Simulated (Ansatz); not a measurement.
# BH3: the cost of one run

Computed with Ansatz 0.2.0 (DFT, PBE, plane-wave PAW, default files, scalar-relativistic, as far as a step names no other, unless a step's input says otherwise).

### 1 The system as given

Symmetry: P2_1/c, No. 14, monoclinic system. The conventional cell has a = 4.404 Å, b = 6.501 Å, c = 6.244 Å, α = 90.00°, β = 117.40°, γ = 90.00°. B (site symmetry 1) has 4 H at 1.16 to 1.33 Å as nearest neighbours. H (site symmetry 1) has 1 B at 1.16 Å as nearest neighbours. Around H (site symmetry 1) lie 2 B at 1.32 to 1.33 Å. H (site symmetry 1) has 1 B at 1.17 Å as nearest neighbours.

As a file:

```cif
data_structure
_symmetry_space_group_name_H-M 'P 1'
_symmetry_Int_Tables_number 1
_cell_length_a 4.4043
_cell_length_b 6.5007
_cell_length_c 6.2445
_cell_angle_alpha 90.000
_cell_angle_beta 117.395
_cell_angle_gamma 90.000
_cell_volume 158.74
loop_
_atom_site_label
_atom_site_type_symbol
_atom_site_fract_x
_atom_site_fract_y
_atom_site_fract_z
_atom_site_occupancy
B1 B 0.64302 0.54129 0.64507 1
B2 B 0.35698 0.04129 0.85493 1
B3 B 0.35698 0.45871 0.35493 1
B4 B 0.64302 0.95871 0.14507 1
H1 H 0.59400 0.49300 0.80600 1
H2 H 0.40600 0.99300 0.69400 1
H3 H 0.40600 0.50700 0.19400 1
H4 H 0.59400 0.00700 0.30600 1
H5 H 0.35900 0.62600 0.47900 1
H6 H 0.64100 0.12600 0.02100 1
H7 H 0.64100 0.37400 0.52100 1
H8 H 0.35900 0.87400 0.97900 1
H9 H 0.87200 0.64600 0.66900 1
H10 H 0.12800 0.14600 0.83100 1
H11 H 0.12800 0.35400 0.33100 1
H12 H 0.87200 0.85400 0.16900 1
```

### 2 Single point at the given positions

Input file input.yaml:

```yaml
crystal:
  lattice:
    - [4.4043, 0.0, 0.0]
    - [0.0, 6.5007, 0.0]
    - [-2.87322, 0.0, 5.54417]
  atoms:
    - { symbol: B, position: [0.64302, 0.54129, 0.64507] }
    - { symbol: B, position: [0.35698, 0.04129, 0.85493] }
    - { symbol: B, position: [0.35698, 0.45871, 0.35493] }
    - { symbol: B, position: [0.64302, 0.95871, 0.14507] }
    - { symbol: H, position: [0.594, 0.493, 0.806] }
    - { symbol: H, position: [0.406, 0.993, 0.694] }
    - { symbol: H, position: [0.406, 0.507, 0.194] }
    - { symbol: H, position: [0.594, 0.007, 0.306] }
    - { symbol: H, position: [0.359, 0.626, 0.479] }
    - { symbol: H, position: [0.641, 0.126, 0.021] }
    - { symbol: H, position: [0.641, 0.374, 0.521] }
    - { symbol: H, position: [0.359, 0.874, 0.979] }
    - { symbol: H, position: [0.872, 0.646, 0.669] }
    - { symbol: H, position: [0.128, 0.146, 0.831] }
    - { symbol: H, position: [0.128, 0.354, 0.331] }
    - { symbol: H, position: [0.872, 0.854, 0.169] }
kpoints:
  mp_grid: { grid: [7, 5, 5] }
scf:
  occupations: { method: fermi_dirac, width: 0.02 }
hamiltonian:
  xc: pbe
  pseudopotentials: { kind: paw }
output:
  forces: true
  stress: true
  populations: true
  efg:
    quadrupole_moments_barn: { B: 0.04059, H: 0.00285783 }
    contact_densities: true
```

On the command line:

```console
$ ansatz run input.yaml --threads 1 --pin off --max-ram 2560MiB --backend cpu --events-out ev --progress --plain --runs-dir out
```

**Question.** How long does this run take on 1 thread of Arm Neoverse V2, shared host, and how much memory does it need?

About 13 s, with a peak of 0.47 GiB.
